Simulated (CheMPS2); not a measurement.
# [SnH3]− (SMILES [H][Sn-]([H])[H]), step by step

Wanted: a single-point energy (singlet [SnH3]−, DMRG-CASSCF(4,4)/def2-SVP), then a single-point energy (singlet [SnH3]−, DMRG-CASSCF(4,4)/def2-SVP), then the energy (doublet SnH3, DMRG-CASSCF(3,4)/def2-SVP) of H3Sn. 

The results are computed with CheMPS2 1.8.12.

## (1) The molecule

The species is [SnH3]− (4 atoms), meant as a singlet with charge -1. As SMILES, `[H][Sn-]([H])[H]`. Geometry: a GFN2-xTB relaxation, a rough one for these elements and not checked as a minimum.

Bond lengths: Sn1–H2 1.948 Å, Sn1–H3 1.948 Å, Sn1–H4 1.949 Å. Angles: H2–Sn1–H3 93.3°, H2–Sn1–H4 93.4°, H3–Sn1–H4 93.5°.

## (2) A single-point energy at DMRG-CASSCF(4,4)/def2-SVP (core potential, active rotation L, ground state) (run 1)

Input file integrals.py:

```python
from pyscf import ao2mo, cc, gto, mcscf, scf
from pyscf.tools import fcidump

geom = """
Sn    -0.006380     0.005730     0.791670
H      1.637790    -0.033600    -0.251650
H     -0.786860     1.432510    -0.280410
H     -0.844540    -1.404640    -0.259610
"""
mol = gto.M(
    atom=geom,
    basis="def2-svp",
    ecp="def2-svp",
    charge=-1,
    verbose=3,
)
print("nao                           : %d" % (mol.nao))
mf = scf.RHF(mol)
mf.conv_tol = 1e-10
mf.max_cycle = 200
mf.kernel()
if not mf.converged:
    mf = mf.newton().run(mf.mo_coeff, mf.mo_occ)
print("E(HF)                         : %.10f" % (mf.e_tot))
# CCSD natural orbitals
occ_no, mo = mcscf.addons.make_natural_orbitals(cc.CCSD(mf, frozen=4).run())
mf.mo_coeff = mo
# write the integrals of the correlated orbitals
cas = mcscf.CASCI(mf, 37, 18)
h1, ecore = cas.get_h1eff()
fcidump.from_integrals("FCIDUMP", h1, cas.get_h2eff(), 37, 18, nuc=ecore, ms=0)
```

Input file dmrg.input:

```
FCIDUMP = FCIDUMP
GROUP = 0
MULTIPLICITY = 1
NELECTRONS = 18
IRREP = 0
EXCITATION = 0
SWEEP_STATES = 150, 300, 300
SWEEP_ENERGY_CONV = 1e-05, 1e-05, 1e-07
SWEEP_MAX_SWEEPS = 2, 2, 6
SWEEP_NOISE_PREFAC = 0.05, 0.005, 0.0
SWEEP_DVDSON_RTOL = 1e-04, 1e-04, 1e-05
NOCC = 7
NACT = 4
NVIR = 26
SCF_STATE_AVG = FALSE
SCF_GRAD_THR = 1e-5
SCF_MAX_ITER = 30
SCF_DIIS_THR = 0.0
SCF_ACTIVE_SPACE = L
PRINT_CORR = FALSE
TMP_FOLDER = .
```

Command:

```console
$ python integrals.py && chemps2 --file=dmrg.input
```

The log of the run:

```text
$ python integrals.py
ECP def2-svp not found for  H
nao                           : 41
converged SCF energy = -215.053462154488
E(HF)                         : -215.0534621545
E(CCSD) = -215.2103363080897  E_corr = -0.1568741536017715

$ chemps2 --file=dmrg.input

Running chemps2 version 1.8.12 () with the following options:

[... 83 lines left out ...]
***     Minimum energy           = -215.064174221227
[... 45 lines left out ...]
***     Minimum energy           = -215.064174236019
[... 66 lines left out ...]
***     Maximum discarded weight during the last sweep     = 0
[... 70 lines left out ...]
***     Maximum discarded weight = 0
[... 45 lines left out ...]
***     Maximum discarded weight during the last sweep     = 0
[... 19 lines left out ...]
DMRGSCF::augmentedHessianNR : Norm of the update = 9.21282598475365e-06
```

It took 4.8 s on 1 thread of Arm Neoverse V1, shared host; peak memory 0.13 GiB.

## (3) The distorted shape: a single-point energy at DMRG-CASSCF(4,4)/def2-SVP (core potential, active rotation L, ground state) (run 2)

Input file prepare.py:

```python
from pyscf import ao2mo, cc, gto, mcscf, scf
from pyscf.tools import fcidump

mol = gto.M(atom="mol.xyz", basis="def2-svp", ecp="def2-svp", charge=-1, spin=0, verbose=4, max_memory=2000)
print("basis functions: %d" % (mol.nao))
mf = scf.RHF(mol)
mf.conv_tol = 1e-10
mf.max_cycle = 200
mf.kernel()
if not mf.converged:
    mf = mf.newton().run(mf.mo_coeff, mf.mo_occ)
print("E(SCF): %.10f" % (mf.e_tot))
# CCSD natural orbitals
occ_no, mo = mcscf.addons.make_natural_orbitals(cc.CCSD(mf, frozen=4).run())
mf.mo_coeff = mo
# FCIDUMP for the DMRG program
cas = mcscf.CASCI(mf, 37, 18)
h1, ecore = cas.get_h1eff()
fcidump.from_integrals("FCIDUMP", h1, cas.get_h2eff(), 37, 18, nuc=ecore, ms=0)
```

Input file chemps2.input:

```
FCIDUMP = FCIDUMP
GROUP = 0
MULTIPLICITY = 1
NELECTRONS = 18
IRREP = 0
EXCITATION = 0
SWEEP_STATES = 150, 300, 300
SWEEP_ENERGY_CONV = 1e-05, 1e-05, 1e-07
SWEEP_MAX_SWEEPS = 2, 2, 6
SWEEP_NOISE_PREFAC = 0.05, 0.005, 0.0
SWEEP_DVDSON_RTOL = 1e-04, 1e-04, 1e-05
NOCC = 7
NACT = 4
NVIR = 26
SCF_STATE_AVG = FALSE
SCF_GRAD_THR = 1e-5
SCF_MAX_ITER = 30
SCF_DIIS_THR = 1e-2
SCF_ACTIVE_SPACE = L
PRINT_CORR = FALSE
TMP_FOLDER = .
```

Command:

```console
$ python prepare.py && chemps2 --file=chemps2.input
```

The log of the run:

```text
$ python prepare.py
ECP def2-svp not found for  H

[... 65 lines left out ...]
converged SCF energy = -215.015941375882
[... 128 lines left out ...]
***     Minimum energy           = -215.042160105487
[... 46 lines left out ...]
***     Maximum discarded weight = 0
[... 81 lines left out ...]
***     Maximum discarded weight during the last sweep     = 0
[... 82 lines left out ...]
***     Minimum energy           = -215.058226949003
[... 46 lines left out ...]
***     Maximum discarded weight during the last sweep     = 0
[... 20 lines left out ...]
Info on system( rm CheMPS2_DIIS.h5 ) = 0
```

Wall time 5.8 s (1 thread of Arm Neoverse V1, shared host); peak memory 0.13 GiB.

## (4) Doublet neutral SnH3: a single-point energy at DMRG-CASSCF(3,4)/def2-SVP (core potential, active rotation L, ground state) (run 3)

Input file integrals.py:

```python
from pyscf import ao2mo, cc, gto, mcscf, scf
from pyscf.tools import fcidump

mol = gto.M(atom="mol.xyz", basis="def2-svp", ecp="def2-svp", charge=0, spin=1, verbose=3)
print("nao                     : %d" % (mol.nao))
mf = scf.ROHF(mol)
mf.conv_tol = 1e-10
mf.max_cycle = 200
mf.kernel()
if not mf.converged:
    mf = mf.newton().run(mf.mo_coeff, mf.mo_occ)
print("E(SCF)                  : %.10f" % (mf.e_tot))
occ_no, mo = mcscf.addons.make_natural_orbitals(cc.CCSD(mf.to_uhf(), frozen=4).run())
mf.mo_coeff = mo
cas = mcscf.CASCI(mf, 37, 17)
h1, ecore = cas.get_h1eff()
fcidump.from_integrals("FCIDUMP", h1, cas.get_h2eff(), 37, 17, nuc=ecore, ms=1)
```

dmrg.input, as its differences from that of step 2:

```diff
@@ -2,4 +2,4 @@
 GROUP = 0
-MULTIPLICITY = 1
-NELECTRONS = 18
+MULTIPLICITY = 2
+NELECTRONS = 17
 IRREP = 0
@@ -17,3 +17,3 @@
 SCF_MAX_ITER = 30
-SCF_DIIS_THR = 0.0
+SCF_DIIS_THR = 1e-2
 SCF_ACTIVE_SPACE = L
```

Command:

```console
$ python integrals.py && chemps2 --file=dmrg.input
```

The log of the run:

```text
$ python integrals.py
ECP def2-svp not found for  H
nao                     : 41
converged SCF energy = -214.990389683922
E(SCF)                  : -214.9903896839
E(UCCSD) = -215.1324824865417  E_corr = -0.1420928026195307

$ chemps2 --file=dmrg.input

Running chemps2 version 1.8.12 () with the following options:

[... 83 lines left out ...]
***     Minimum energy           = -214.996301448433
[... 46 lines left out ...]
***     Maximum discarded weight = 0
[... 81 lines left out ...]
***     Maximum discarded weight during the last sweep     = 0
[... 82 lines left out ...]
***     Minimum energy           = -215.01475843616
[... 46 lines left out ...]
***     Maximum discarded weight during the last sweep     = 0
[... 20 lines left out ...]
Info on system( rm CheMPS2_DIIS.h5 ) = 0
```

Wall time 9.3 s (1 thread of Arm Neoverse V1, shared host); peak memory 0.19 GiB.

## (5) Summary of results

```
                                                          quantity          value
                    run 1, DMRG-CASSCF(4,4)/def2-SVP: total energy  -215.08757 Eh
                                     distorted shape: total energy  -215.05823 Eh
                                doublet neutral SnH3: total energy  -215.01476 Eh
energy change with the Sn1–H2 bond stretched from 1.948 to 2.532 Å       0.799 eV
               vertical detachment energy (to the doublet neutral)       1.981 eV
```

What this shows: With the Sn1–H2 bond stretched from 1.948 to 2.532 Å the energy rises by 0.80 eV (18.4 kcal/mol). The first shape isn't relaxed at this level, so the change isn't measured from a minimum. Removing an electron at fixed nuclei costs 1.98 eV (191 kJ/mol).
